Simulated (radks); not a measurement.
# W⁻ inside a hard spherical wall

The task here is to estimate one member of a computed series from the others.

Method: scalar-relativistic Kohn-Sham, PBEsol, spin-polarised, spherical densities, finite nucleus; open shells are filled with parallel spins first. Code: radks (a radial shooting solver on a logarithmic mesh, Libxc functionals) version 1.

## The atom as given

```
element            : tungsten (Z = 74)
charge             : -1
electrons          : 75
configuration      : [Xe] 4f14 5d5 6s2
nuclear rms radius : 5.3658 fm
```

The outer shells:

W⁻
```
[Xe] core
4f [↑↓][↑↓][↑↓][↑↓][↑↓][↑↓][↑↓]
5d [↑ ][↑ ][↑ ][↑ ][↑ ]
6s [↑↓]
```

The first run:

Input:

```text
Z 74
configuration [Xe] 4f14 5d5 6s2 6p0 7s0 5f0
relativity scalar-relativistic
functional pbe_sol,pbe_sol
spin polarised
nucleus finite rms 5.3658 fm
wall 20 bohr
c 137.035999084
```

Steps of the session up to this table: Wall at 20 bohr; Wall at 15 bohr; Wall at 8 bohr; Wall at 5 bohr; Wall at 4 bohr; Wall at 3.5 bohr; Wall at 3 bohr; Wall at 2.5 bohr; Wall at 2 bohr; Wall at 1.5 bohr.

One table of the session follows, with a row left open; its other results are not shown here.

| R (bohr) | E − E(widest) (eV) | ε(5d) (eV) | ε(7s, empty) (eV) | ε(6p, empty) (eV) | ε(5f, empty) (eV) |
| --- | --- | --- | --- | --- | --- |
| 20 | 0.000 | 1.355 | 2.206 | 2.250 | 3.226 |
| 15 | 0.013 | 1.436 | 3.019 | 2.659 | 4.752 |
| 8 | 0.657 | 2.503 | 9.030 | 4.508 | 11.605 |
| 5 | 8.687 | 7.185 | 30.741 | 11.988 | 24.576 |
| 4 | 25.625 | 12.783 | 57.945 | 22.588 | 36.569 |
| 3.5 | ? | ? | ? | ? | ? |
| 3 | 94.317 | 27.179 | 132.08 | 55.038 | 63.484 |
| 2.5 | 211.44 | 44.854 | 222.27 | 98.179 | 92.637 |
| 2 | 560.97 | 85.384 | 417.96 | 198.15 | 152.20 |
| 1.5 | 1894.5 | 204.42 | 929.76 | 477.91 | 301.89 |

Q: Estimate the row for R (bohr) = 3.5 from the others.

Worked estimate for «E − E(widest) (eV)». A straight line through the neighbours (4, 25.625) and (3, 94.317) gives 25.625 + (94.317 − 25.625) × (3.5 − 4) / (3 − 4) = 59.971; a parabola fitted to 4 rows on both sides gives 50.636.

**Answer.** E − E(widest) (eV): 47.293; ε(5d) (eV): 18.084; ε(7s, empty) (eV): 84.943; ε(6p, empty) (eV): 33.935; ε(5f, empty) (eV): 46.963. In «E − E(widest) (eV)» the line misses by +12.678 and the parabola by +3.343.

Eigenvalues are for spin up. At the tightest wall, 1.5 bohr, the energy stands 1894.5 eV above the widest wall (20 bohr) and the pressure, −dE/dV, is 199374 GPa. Of the levels in the table that exist at both ends, 7s (empty) rises most from the widest wall (20 bohr) (927.55 eV). From R = 20 bohr inwards the highest occupied level lies above zero, in an anion first from self-interaction, then from the wall. Shells are not refilled when levels cross, and a hard wall is a model, not a crystal.
